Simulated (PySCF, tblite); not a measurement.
# C₆H₁₂GeS: geometry, infrared bands and NMR shifts

What infrared bands and NMR shifts should C₆H₁₂GeS (`CC[CH2][GeH2][S]C1=CC1`) show?

The runs use tblite 0.8.0 and PySCF 2.14.0, with density-fitted response routines of our own; the level of theory stands in each step. All values are computed, except where a source is named. Atoms are numbered from 0 throughout.

## 1. The starting structure

20 atoms, charge 0, multiplicity 1; geometry from: force field or distance geometry start.

Bonds of the start (Å): C0–C1 1.53, C1–C2 1.53, C2–Ge3 1.96, Ge3–S4 2.23, S4–C5 1.78, C5–C6 1.45, C6–C7 1.40, C7–C5 1.40, C0–H8 1.11, C0–H9 1.11, C0–H10 1.12, C1–H11 1.10, C1–H12 1.13, C2–H13 1.12, C2–H14 1.09, Ge3–H15 1.54, Ge3–H16 1.54, C6–H17 1.08, C7–H18 1.11, C7–H19 1.11.

## 2. Optimising the geometry with GFN2-xTB

The job: settings as JSON, then the geometry in Å.

```
{"job": {"kind": "relax", "xc": "GFN2-xTB", "basis": "xTB"}, "charge": 0, "multiplicity": 1}
C     -2.642600    -1.247500     0.059200
C     -1.837100     0.037300    -0.105700
C     -0.697900    -0.158800    -1.109500
Ge     0.314600     1.501200    -1.322600
S      1.030700     2.213300     0.670400
C      2.097500     0.798500     0.883500
C      3.385900     0.147800     0.701400
C      2.338600    -0.488600     1.375400
H     -2.000300    -2.078900     0.416500
H     -3.117900    -1.528600    -0.905100
H     -3.461800    -1.081400     0.802400
H     -2.506500     0.851300    -0.427400
H     -1.406300     0.306900     0.901600
H     -1.124700    -0.429900    -2.105900
H     -0.025100    -0.953500    -0.777700
H      1.525800     1.237400    -2.231400
H     -0.594400     2.579300    -1.943700
H      4.402000     0.144600     0.332600
H      1.848200    -1.294100     0.786400
H      2.466100    -0.545600     2.477700
```

Command:

```bash
> OMP_NUM_THREADS=1 python probes_run.py task.json out
```

This one command runs all jobs of the session in turn.

**Question.** This job is followed by: GFN2-xTB harmonic vibrations, gas phase; GIAO PBE0/pcSseg-1 NMR shielding, non-relativistic, gas phase. Predict these results of the whole session: strongest single infrared mode (GFN2-xTB); zero-point energy (GFN2-xTB); 13C shifts against TMS (PBE0/pcSseg-1); 1H shifts against TMS (PBE0/pcSseg-1, means over atoms taken as alike); 73Ge shifts against GeMe4 (PBE0/pcSseg-1); 33S shifts against CS2 (PBE0/pcSseg-1); surface potential, 1st and 99th percentile.

As calculated:

| quantity | value |
| --- | --- |
| strongest single infrared mode (GFN2-xTB) | 1951 cm⁻¹, 450 km/mol |
| zero-point energy (GFN2-xTB) | 97.0 kcal/mol |
| 13C shifts against TMS (PBE0/pcSseg-1) | 125.2, 106.5, 23.4, 22.5, 20.0, 14.1 ppm |
| 1H shifts against TMS (PBE0/pcSseg-1, means over atoms taken as alike) | 6.75, 4.96, 1.59, 1.29, 1.29, 1.11 ppm |
| 73Ge shifts against GeMe4 (PBE0/pcSseg-1) | -82 ppm |
| 33S shifts against CS2 (PBE0/pcSseg-1) | -114 ppm |
| surface potential, 1st and 99th percentile | -0.75 V and 1.07 V |

What this shows: The optimisation took 228 steps and gained 1.533 eV; among the close pairs (by a distance rule), C5–C6 changed most, from 1.455 to 1.302 Å. All 54 modes are real, so the xTB geometry is a minimum. The strongest single mode, at 1951 cm⁻¹, moves mainly H16. Unscaled tight-binding wavenumbers are off by several per cent, some by more. Its intensities can rank the bands wrongly. The most deshielded hydrogen is H17 (hydrogen on an alkene CH), at 6.75 ppm: olefinic region. At PBE0/pcSseg-1: Shielding is most anisotropic at S4 (span 386 ppm, paramagnetic term -438 ppm). Spin-orbit coupling is left out, which matters for shieldings and couplings at and beside the heavy atoms.
